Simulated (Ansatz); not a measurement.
# YAgS2: the cost of one run

Computed with Ansatz 0.2.0 (reference: DFT, r2SCAN, plane waves, PAW, unless a step's input says otherwise).

4 further runs of the same task are left out: 1 for a known fault of the program, 3 that didn't finish.

### 1 The structure to begin with

The structure is trigonal, space group R-3m (No. 166). The conventional cell has a = 4.006 Å, b = 4.006 Å, c = 18.517 Å, α = 90.00°, β = 90.00°, γ = 120.00°. Ag (site symmetry -3m) is surrounded by 6 S at 2.81 Å. Y (site symmetry -3m) has 6 S at 2.75 Å as nearest neighbours. Around S (site symmetry 3m) lie 3 Y at 2.75 Å and 3 Ag at 2.81 Å.

Coordinates:

```
CELL_PARAMETERS angstrom
2.00289 1.15637 6.17235
-2.00289 1.15637 6.17235
0.00000 -2.31273 6.17235
ATOMIC_POSITIONS crystal
Ag 0.00000 0.00000 0.00000
Y 0.50000 0.50000 0.50000
S 0.24687 0.24687 0.24687
S 0.75313 0.75313 0.75313
```

### 2 Baseline

input.yaml

```yaml
crystal:
  lattice:
    - [2.0028867195, 1.1563671866, 6.1723535502]
    - [-2.0028867195, 1.1563671866, 6.1723535502]
    - [0.0, -2.3127343733, 6.1723535502]
  atoms:
    - { symbol: Ag, position: [1.0, 0.0, 0.0] }
    - { symbol: "Y", position: [0.5, 0.5, 0.5] }
    - { symbol: S, position: [0.2468695355, 0.2468695355, 0.2468695355] }
    - { symbol: S, position: [0.7531304645, 0.7531304645, 0.7531304645] }
kpoints:
  mp_grid: { grid: [6, 6, 6] }
hamiltonian:
  xc: r2scan
scf:
  occupations: { method: fixed }
  n_extra_bands: 5
output:
  forces: true
  stress: true
  eigenvalues: true
```

On the command line:

```bash
$ ansatz run input.yaml --threads 4 --pin off --max-ram 3686MiB --backend cpu --events-out ev --progress --plain --runs-dir out
```

**Question.** How long does this run take on 4 threads of an Arm CPU, shared host, and how much memory does it need?

About 3.6 s, with a peak of 0.62 GiB.
